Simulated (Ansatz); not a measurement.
# CHLiOSi (SMILES [Li][O][Si]#C): functionals against CCSD(T) at one geometry

The task here is to estimate one member of a computed series from the others.

Computed with Ansatz 0.2.0, Gaussian basis. Level: single points in def2-TZVPP.

Correlated methods freeze the cores. The outer core shell of Li, Na, Mg and K is correlated.

### Starting geometry

SMILES `[Li][O][Si]#C`, 5 atoms, charge 0, spin multiplicity 1.

Atoms are counted from 1 here; the program's logs count them from 0.

Bond lengths: Li1–O2 1.679 Å, O2–Si3 1.696 Å, Si3–C4 1.687 Å, C4–H5 1.105 Å. Angles: Li1–O2–Si3 172.1°, O2–Si3–C4 167.1°, Si3–C4–H5 124.0°.

As a file:

```
Li   -1.6186   -2.5047    1.1600
O    -0.8511   -1.0872    0.6907
Si    0.0624    0.2068    0.0857
C     0.6328    1.6571   -0.5595
H     1.5288    1.7375   -1.2017
```

Set-up of the first run:

run/in.yaml reads:

```yaml
crystal:
  periodic: [false, false, false]
  atoms:
    - {symbol: Li, position_ang: [-1.618600, -2.504700, 1.160000]}
    - {symbol: O, position_ang: [-0.851100, -1.087200, 0.690700]}
    - {symbol: Si, position_ang: [0.062400, 0.206800, 0.085700]}
    - {symbol: C, position_ang: [0.632800, 1.657100, -0.559500]}
    - {symbol: H, position_ang: [1.528800, 1.737500, -1.201700]}
basis:
  gaussian: {orbitals: def2-TZVPP}
correlation: {method: ccsd_t}
output: {forces: true}
```

No record of the launch command was kept for these runs.

Steps of the session up to this table: CCSD(T)/def2-TZVPP; PBE0-D4/def2-TZVPP; wB97M-V/def2-TZVPP; r2SCAN-D4/def2-TZVPP; PBE-D4/def2-TZVPP; LC-wPBE/def2-TZVPP; BHLYP-D4/def2-TZVPP.

One table of the session follows, with a row left open; its other results are not shown here.

```
   method  RMS force component (eV/Å)  angle to CCSD(T) forces (°)  dipole (D)
  CCSD(T)                       1.142                    reference       10.61
  PBE0-D4                       1.134                         12.6       10.86
  wB97M-V                       1.130                         17.0       10.95
r2SCAN-D4                           ?                            ?           ?
   PBE-D4                       0.934                          7.5       10.62
  LC-wPBE                       1.232                         27.2       11.21
 BHLYP-D4                       1.281                         16.5       10.93
```

Estimate the missing values for r2SCAN-D4.

As computed: RMS force component (eV/Å): 1.108; angle to CCSD(T) forces (°): 9.3; dipole (D): 10.94. In the column «RMS force component (eV/Å)» it lies between PBE-D4 (0.934) and wB97M-V (1.130).
